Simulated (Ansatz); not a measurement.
**ClH6MgNSi2: one species, many methods**

One table from this session's results is given with a row withheld; the runs are named, their logs left out.

Computed with Ansatz 0.2.0, Gaussian basis. Level: functionals in def2-TZVPP, the program's frozen cores in correlated methods.

Levels to be run: LDA (SPW92), PBE-D4, revPBE-D4, BLYP-D4, r2SCAN-D4, B97M-V, PBE0-D4, B3LYP-D4, r2SCANh-D4, r2SCAN0-D4, HSE06-D4, BHLYP-D4, CAM-B3LYP-D4, LC-ωPBE, ωB97X-V, ωB97M-V, B2PLYP, PBE-QIDH; CCSD(T)/def2-SVP; CCSD(T)/def2-TZVPP; MP2/def2-QZVPP; extrapolation to the limit; RPA on PBE.

## The geometry

An earlier PBE0-D4 in a triple-zeta def2 set relaxation fixed the geometry.

SMILES `[SiH3][N]([SiH3])[Mg][Cl]`, 11 atoms, charge 0, spin multiplicity 1.

Atoms are counted from 1 here; the program's logs count them from 0.

Bond lengths: Si1–N2 1.712 Å, Si1–H6 1.490 Å, Si1–H7 1.500 Å, Si1–H8 1.490 Å, N2–Si3 1.712 Å, N2–Mg4 1.909 Å, Si3–H9 1.490 Å, Si3–H10 1.500 Å, Si3–H11 1.490 Å, Mg4–Cl5 2.173 Å. Angles: N2–Si1–H6 113.5°, N2–Si1–H7 106.8°, N2–Si1–H8 113.5°, H6–Si1–H7 107.6°, H6–Si1–H8 107.6°, H7–Si1–H8 107.6°, Si1–N2–Si3 126.5°, Si1–N2–Mg4 117.0°, Si3–N2–Mg4 116.5°, N2–Si3–H9 113.5°, N2–Si3–H10 106.7°, N2–Si3–H11 113.5°, H9–Si3–H10 107.6°, H9–Si3–H11 107.6°, H10–Si3–H11 107.6°, N2–Mg4–Cl5 179.9°.

The first run:

in.yaml reads:

```yaml
crystal:
  periodic: [false, false, false]
  atoms:
    - {symbol: Si, position_ang: [-1.399254, -0.717401, 0.527758]}
    - {symbol: N, position_ang: [-0.014771, 0.075457, -0.092993]}
    - {symbol: Si, position_ang: [1.597999, -0.119424, 0.446843]}
    - {symbol: Mg, position_ang: [-0.290276, 1.299653, -1.531073]}
    - {symbol: Cl, position_ang: [-0.606337, 2.693607, -3.168069]}
    - {symbol: H, position_ang: [-1.664489, -0.412989, 1.962412]}
    - {symbol: H, position_ang: [-2.573050, -0.224574, -0.265301]}
    - {symbol: H, position_ang: [-1.348389, -2.200003, 0.384484]}
    - {symbol: H, position_ang: [1.801611, 0.278291, 1.868639]}
    - {symbol: H, position_ang: [2.448412, 0.779142, -0.401783]}
    - {symbol: H, position_ang: [2.113941, -1.508761, 0.289782]}
basis:
  gaussian: {orbitals: def2-TZVPP}
hamiltonian: {xc: lda}
output: {orbitals: {seedname: orbitals}}
```

Command:

```bash
> ansatz run in.yaml --threads 4 --pin off --events-out ev --progress --plain --max-ram 10444MiB
```

Steps of the session up to this table: LDA; PBE-D4 (GGA); revPBE-D4 (GGA); BLYP-D4 (GGA); r2SCAN-D4 (meta-GGA); B97M-V (meta-GGA); PBE0-D4 (hybrid); B3LYP-D4 (hybrid); r2SCANh-D4 (hybrid); r2SCAN0-D4 (hybrid); HSE06-D4 (hybrid); BHLYP-D4 (hybrid); CAM-B3LYP-D4 (range-separated); LC-ωPBE (range-separated); ωB97X-V (range-separated); ωB97M-V (range-separated); B2PLYP (double hybrid); PBE-QIDH (double hybrid).

One table of the session follows, with a row left open; its other results are not shown here.

It belongs to the step «Frontier levels by functional». 

| functional | HOMO (eV) | LUMO (eV) | gap (eV) |
| --- | --- | --- | --- |
| LDA (SPW92) | -6.46 | -2.76 | 3.70 |
| PBE-D4 | -6.35 | -2.46 | 3.89 |
| revPBE-D4 | -6.30 | -2.29 | 4.01 |
| BLYP-D4 | -6.22 | -2.39 | 3.83 |
| r2SCAN-D4 | -6.63 | -2.08 | 4.56 |
| B97M-V | -6.77 | -2.47 | 4.30 |
| PBE0-D4 | -7.61 | -1.71 | 5.89 |
| B3LYP-D4 | -7.39 | -1.97 | 5.42 |
| r2SCANh-D4 | -7.10 | -1.84 | 5.26 |
| r2SCAN0-D4 | -7.81 | -1.50 | 6.30 |
| HSE06-D4 | -7.21 | -2.08 | 5.13 |
| BHLYP-D4 | -8.78 | -1.05 | 7.73 |
| CAM-B3LYP-D4 | -8.95 | -0.90 | 8.06 |
| LC-ωPBE | ? | ? | ? |
| ωB97X-V | -9.97 | 0.05 | 10.02 |
| ωB97M-V | -9.87 | -0.28 | 9.59 |

Estimate the missing values for LC-ωPBE.

As computed: HOMO (eV): -10.31; LUMO (eV): 0.27; gap (eV): 10.58. In the column «HOMO (eV)» it is the lowest.
